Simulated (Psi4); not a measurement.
# SnH3O2 (SMILES [OH][SnH][OH]) at UHF/def2-SVPD (core potential)

What is the vertical electron affinity of SnH3O2 at UHF/def2-SVPD (core potential)? 

The calculation is run with Psi4 1.11.

8 further runs of the same task are left out: 6 that didn't finish, 2 set aside as unsound or not needed.

## 1. Starting point

SnH3O2 has 6 atoms, charge 0, and is taken as a doublet. As SMILES, `[OH][SnH][OH]`. Geometry: relaxed at PBE0-D4/def2-TZVP. This is one conformer, not always the lowest.

Bond lengths: O1–Sn2 1.978 Å, Sn2–O3 1.963 Å, O1–H4 0.960 Å, Sn2–H5 1.748 Å, O3–H6 0.962 Å. Angles: O1–Sn2–O3 99.7°, O1–Sn2–H5 110.6°, O3–Sn2–H5 104.3°, Sn2–O1–H4 115.0°, Sn2–O3–H6 112.0°.

## 2. Energy and gradient at UHF/def2-SVPD (core potential)

The input, h3o2sn.xyz:

```xyz
6
H3O2Sn
O     -1.248300    -0.684700    -0.233400
Sn     0.417000     0.302500    -0.639600
O      1.413900    -0.038300     1.016700
H     -1.852000    -0.783400    -0.973600
H      0.128600     2.026100    -0.624300
H      1.182700    -0.886000     1.408100
```

The input, job.py:

```python
import psi4

psi4.set_memory(2200000000)
psi4.set_num_threads(1)
psi4.set_output_file('h3o2sn.out', False)

with open('h3o2sn.xyz') as f:
    atoms = ''.join(f.readlines()[2:])
mol = psi4.geometry('0 2\n' + atoms + 'symmetry c1')

options = {'basis': 'def2-SVPD', 'reference': 'uhf', 'puream': True, 'e_convergence': 1e-09, 'd_convergence': 1e-08, 'scf_type': 'pk', 'maxiter': 100}
psi4.set_options(options)

energy_value, wavefunction = psi4.gradient('hf', molecule=mol, return_wfn=True)
psi4.oeprop(wavefunction, 'LOWDIN_CHARGES', 'DIPOLE', 'MAYER_INDICES')
print('gradient / Eh bohr^-1')
print(energy_value.np.round(6))
print(f'energy = {wavefunction.energy():.10f} Eh')
```

Launch:

```
$ python job.py
```

h3o2sn.out:

```text
[...]
    !!!  WARNING: ECP capability is in beta. Please check occupations closely.  !!!
[...]
  Running in c1 symmetry.
[...]
  Nuclear repulsion =  136.297544318308439
[...]
  Multiplicity = 2
[...]
  Nalpha       = 21
  Nbeta        = 20
[...]
    Number of basis functions: 102
[...]
   @UHF iter   1:  -364.45405736986885   -1.92026e+00   7.53726e-03 ADIIS/DIIS
[...]
   @UHF iter  16:  -364.70653790250066   -5.05906e-12   6.26575e-09 DIIS
[...]
   @S^2 Observed:                7.638418721E-01
[...]
    Orbital Energies [Eh]
    ---------------------
    Alpha Occupied:
       1A    -20.554909     2A    -20.547856     3A     -5.898490
       4A     -4.090181     5A     -4.086410     6A     -4.084358
       7A     -1.384640     8A     -1.369815     9A     -1.354383
      10A     -1.351831    11A     -1.350178    12A     -1.279221
      13A     -1.250800    14A     -0.711211    15A     -0.650275
      16A     -0.588425    17A     -0.531357    18A     -0.514647
      19A     -0.495773    20A     -0.485387    21A     -0.347770
    Alpha Virtual:
      22A      0.060846    23A      0.069608    24A      0.083261
      25A      0.119379    26A      0.139475    27A      0.153079
[...]
  @UHF Final Energy:  -364.70653790250066
   => Energetics <=
    Nuclear Repulsion Energy =            136.2975443183084394
    One-Electron Energy =                -856.7273512889892118
    Two-Electron Energy =                 355.7232690681801728
    Total Energy =                       -364.7065379025006564
  UHF NO Occupations:
  HONO-2 :   19  A 1.9987702
  HONO-1 :   20  A 1.9952975
[...]
  -Total Gradient:
     Atom            X                  Y                   Z
    ------   -----------------  -----------------  -----------------
       1        0.012484246469     0.001867570592     0.018967150716
       2       -0.000502894144    -0.010454906642    -0.000126468318
       3        0.004203442703     0.021148201089    -0.007925600980
       4       -0.008853836956     0.000291463041    -0.016778997858
       5       -0.000504023065     0.004143546724     0.001964992507
       6       -0.006826935006    -0.016995874805     0.003898923933
[...]
 Multipole Moments:
 ------------------------------------------------------------------------------------
     Multipole            Electronic (a.u.)      Nuclear  (a.u.)        Total (a.u.)
 ------------------------------------------------------------------------------------
 L = 1.  Multiply by 2.5417464519 to convert [e a0] to [Debye]
 Dipole X            :          7.0746616           -7.2405098           -0.1658482
 Dipole Y            :         10.1280630          -10.2161760           -0.0881130
 Dipole Z            :        -18.2581604           17.0770848           -1.1810756
 Magnitude           :                                                    1.1959135
[...]
```

On the terminal:

```text
gradient / Eh bohr^-1
[[ 0.012484  0.001868  0.018967]
 [-0.000503 -0.010455 -0.000126]
 [ 0.004203  0.021148 -0.007926]
 [-0.008854  0.000291 -0.016779]
 [-0.000504  0.004144  0.001965]
 [-0.006827 -0.016996  0.003899]]
energy = -364.7065379025 Eh
```

It took 7.5 s on 1 thread of Intel Xeon 6975P-C (Granite Rapids), shared host; peak memory 0.4 GiB.

## 3. The singlet anion, same level

The input, run_ase.py:

```python
import numpy as np
from ase.calculators.psi4 import Psi4
from ase import Atoms

mol = Atoms(['O', 'Sn', 'O', 'H', 'H', 'H'], positions=[
    [-1.248300, -0.684700, -0.233400],
    [0.417000, 0.302500, -0.639600],
    [1.413900, -0.038300, 1.016700],
    [-1.852000, -0.783400, -0.973600],
    [0.128600, 2.026100, -0.624300],
    [1.182700, -0.886000, 1.408100],
])
calc = Psi4(atoms=mol, method='hf', basis='def2-SVPD', memory='2200MB', num_threads=1, charge=-1, multiplicity=1, label='psi4-calc')
calc.psi4.set_options({'puream': True, 'e_convergence': 1e-09, 'd_convergence': 1e-08, 'scf_type': 'pk'})
mol.calc = calc

forces = mol.get_forces()
print(f'energy: {mol.get_potential_energy():.6f} eV')
print('forces / eV A^-1')
print(np.round(forces, 5))
```

Launch:

```
$ python run_ase.py
```

psi4-calc.dat:

```text
[...]
    !!!  WARNING: ECP capability is in beta. Please check occupations closely.  !!!
[...]
  Running in c1 symmetry.
[...]
  Nuclear repulsion =  136.297544318308439
[...]
  Multiplicity = 1
[...]
  Nalpha       = 21
  Nbeta        = 21
[...]
    Number of basis functions: 102
[...]
   @RHF iter   1:  -364.39476449931180   -1.86096e+00   8.33495e-03 DIIS/ADIIS
[...]
   @RHF iter  12:  -364.73416761982446   -3.00702e-11   8.16850e-09 DIIS
[...]
    Orbital Energies [Eh]
    ---------------------
    Doubly Occupied:
       1A    -20.346516     2A    -20.345531     3A     -5.639659
       4A     -3.830646     5A     -3.829142     6A     -3.825025
       7A     -1.144453     8A     -1.125736     9A     -1.095343
      10A     -1.092666    11A     -1.091866    12A     -1.059181
      13A     -1.034003    14A     -0.495780    15A     -0.450587
      16A     -0.370119    17A     -0.319877    18A     -0.307458
      19A     -0.295901    20A     -0.263928    21A     -0.057909
[...]
  @RHF Final Energy:  -364.73416761982446
   => Energetics <=
    Nuclear Repulsion Energy =            136.2975443183084394
    One-Electron Energy =                -866.0207741597230324
    Two-Electron Energy =                 364.9890622215901885
    Total Energy =                       -364.7341676198244613
[...]
 Multipole Moments:
 ------------------------------------------------------------------------------------
     Multipole            Electronic (a.u.)      Nuclear  (a.u.)        Total (a.u.)
 ------------------------------------------------------------------------------------
 L = 1.  Multiply by 2.5417464519 to convert [e a0] to [Debye]
 Dipole X            :          6.7397995           -7.2405098           -0.5007103
 Dipole Y            :         10.0409678          -10.2161760           -0.1752082
 Dipole Z            :        -17.1812167           17.0770848           -0.1041319
 Magnitude           :                                                    0.5406035
[...]
  -Total Gradient:
     Atom            X                  Y                   Z
    ------   -----------------  -----------------  -----------------
       1        0.049165022727     0.011407705686    -0.004771178154
       2       -0.035185688823     0.002789896374     0.077718753223
       3       -0.003044555031     0.021454122962    -0.047658964589
       4       -0.015745034026    -0.001634630754    -0.016260251565
       5        0.010943786719    -0.014893697952    -0.016487119062
       6       -0.006133531567    -0.019123396317     0.007458760147
[...]
```

On the terminal:

```text
energy: -9924.922231 eV
forces / eV A^-1
[[-2.52817 -0.58661  0.24534]
 [ 1.80932 -0.14346 -3.99646]
 [ 0.15656 -1.10322  2.45072]
 [ 0.80964  0.08406  0.83614]
 [-0.56275  0.76586  0.8478 ]
 [ 0.3154   0.98336 -0.38354]]
```

It took 6.6 s on 1 thread of Intel Xeon 6975P-C (Granite Rapids), shared host; peak memory 0.41 GiB.

## 4. Outcome

Level: UHF/def2-SVPD (core potential).

```
                                                            quantity          value
                                        doublet SnH3O2: total energy  -364.70654 Eh
                                       doublet SnH3O2: dipole moment         3.04 D
                  doublet SnH3O2: HOMO energy (highest over α and β)       -9.46 eV
                   doublet SnH3O2: LUMO energy (lowest over α and β)       -0.10 eV
                                                doublet SnH3O2: ⟨S²⟩          0.764
                            doublet SnH3O2: largest force on an atom     1.181 eV/Å
                                         singlet anion: total energy  -364.73417 Eh
                                          singlet anion: HOMO energy       -1.58 eV
                                          singlet anion: LUMO energy        5.79 eV
singlet anion: HOMO–LUMO gap (to an unbound level, set by the basis)        7.37 eV
                             singlet anion: largest force on an atom     4.389 eV/Å
                   vertical electron affinity (to the singlet anion)       0.752 eV
```

**Reading.** At fixed nuclei the extra electron is bound by 0.75 eV (17.3 kcal/mol). The largest force (doublet SnH3O2) is 1.18 eV/Å: the shape isn't a stationary point for this species at this level.
